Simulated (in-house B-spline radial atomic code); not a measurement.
**Ce²⁺: binding energies from hole states**

How much more does a second hole in Ce²⁺ cost because of the first?

The numbers are computed with in-house B-spline radial atomic code version 1 (Dirac-Hartree-Fock, average of configuration, Fermi nucleus, basis-set limit), except any that are marked as measured or tabulated.

**1. The atom as given**

* element: cerium (Z = 58)
* charge: +2
* electrons: 56
* configuration: [Xe] 4f2
* Hamiltonian: Dirac-Coulomb
* nucleus: Fermi, rms radius 4.877 fm

The outer shells:

[Xe] 4f2
```
[Xe] core
4f [↑ ][↑ ][  ][  ][  ][  ][  ]
```

The boxes draw the filling by Hund's rule, which heavy ions in jj coupling don't follow; these runs average over all states of the configuration.

Input settings:

```ini
Z = 58
electrons = 56.0
configuration = [Xe] 4f2
hamiltonian = dirac
method = hf
spin_polarised = False
nucleus = fermi
rms_radius = 4.8771
mass_number = 140
atomic_mass = 139.905448433
speed_of_light = 137.035999084
```

This reference run was done before. Its total energy is -8860.481162 hartree, and its levels are (the highest eight at most):

| orbital | occupation | energy (eV) | <r> (bohr) |
| --- | --- | --- | --- |
| 4p3/2 | 4 | -240.01 | 0.6845 |
| 4d3/2 | 4 | -134.42 | 0.7451 |
| 4d5/2 | 6 | -131.01 | 0.7550 |
| 5s1/2 | 2 | -59.495 | 1.570 |
| 5p1/2 | 2 | -40.428 | 1.754 |
| 5p3/2 | 4 | -37.652 | 1.831 |
| 4f5/2 | 0.857143 | -20.252 | 1.141 |
| 4f7/2 | 1.14286 | -20.009 | 1.152 |

Single holes known from earlier runs (ΔSCF): 1s 40613.1 eV, 3p3/2 1203.41 eV, 3d3/2 917.82 eV, 4p1/2 252.41 eV, 4f 17.118 eV, 5p1/2 39.555 eV, 5p3/2 36.885 eV.

**2. The 4f and 5p3/2 holes**

In configurations, a minus sign after the shell means j = l − 1/2 and a plus sign j = l + 1/2; the count of electrons follows.

Input settings:

```ini
Z = 58
electrons = 54.0
configuration = 1s2 2s2 2p6 3s2 3p6 3d10 4s2 4p6 4d10 4f1 5s2 5p-2 5p+3
hamiltonian = dirac
method = hf
spin_polarised = False
nucleus = fermi
rms_radius = 4.8771
mass_number = 140
atomic_mass = 139.905448433
speed_of_light = 137.035999084
```

**3. The 4f and 5p1/2 holes**

Settings: those of step 2 with these lines changed.

```diff
@@ -2,3 +2,3 @@
 electrons = 54.0
-configuration = 1s2 2s2 2p6 3s2 3p6 3d10 4s2 4p6 4d10 4f1 5s2 5p-2 5p+3
+configuration = 1s2 2s2 2p6 3s2 3p6 3d10 4s2 4p6 4d10 4f1 5s2 5p-1 5p+4
 hamiltonian = dirac
```

**4. The 1s and 5p3/2 holes**

Settings: those of step 3 with these lines changed.

```diff
@@ -2,3 +2,3 @@
 electrons = 54.0
-configuration = 1s2 2s2 2p6 3s2 3p6 3d10 4s2 4p6 4d10 4f1 5s2 5p-1 5p+4
+configuration = 1s1 2s2 2p6 3s2 3p6 3d10 4s2 4p6 4d10 4f2 5s2 5p-2 5p+3
 hamiltonian = dirac
```

**5. The 3d3/2 and 4f holes**

Settings: those of step 4 with these lines changed.

```diff
@@ -2,3 +2,3 @@
 electrons = 54.0
-configuration = 1s1 2s2 2p6 3s2 3p6 3d10 4s2 4p6 4d10 4f2 5s2 5p-2 5p+3
+configuration = 1s2 2s2 2p6 3s2 3p6 3d-3 3d+6 4s2 4p6 4d10 4f1 5s2 5p6
 hamiltonian = dirac
```

**6. The 3p3/2 and 4p1/2 holes**

Settings: those of step 5 with these lines changed.

```diff
@@ -2,3 +2,3 @@
 electrons = 54.0
-configuration = 1s2 2s2 2p6 3s2 3p6 3d-3 3d+6 4s2 4p6 4d10 4f1 5s2 5p6
+configuration = 1s2 2s2 2p6 3s2 3p-2 3p+3 3d10 4s2 4p-1 4p+4 4d10 4f2 5s2 5p6
 hamiltonian = dirac
```

Before running: What does each hole state cost in eV, and how does that compare with the orbital energies or single holes?

**Answer**, as computed:

| two holes | ΔSCF (eV) | less the two single holes (eV) |
| --- | --- | --- |
| 4f and 5p3/2 | 67.252 | 13.25 |
| 4f and 5p1/2 | 70.247 | 13.57 |
| 1s and 5p3/2 | 40664.3 | 14.31 |
| 3d3/2 and 4f | 955.96 | 21.03 |
| 3p3/2 and 4p1/2 | 1483.34 | 27.52 |

**Reading.** Two holes cost more than the sum of each, because the second electron leaves a more charged ion. The excess runs from 13.2 eV (4f and 5p3/2) to 27.5 eV (3p3/2 and 4p1/2); it tends to be largest where both holes are compact. Values are for the free ion, measured from the vacuum level.
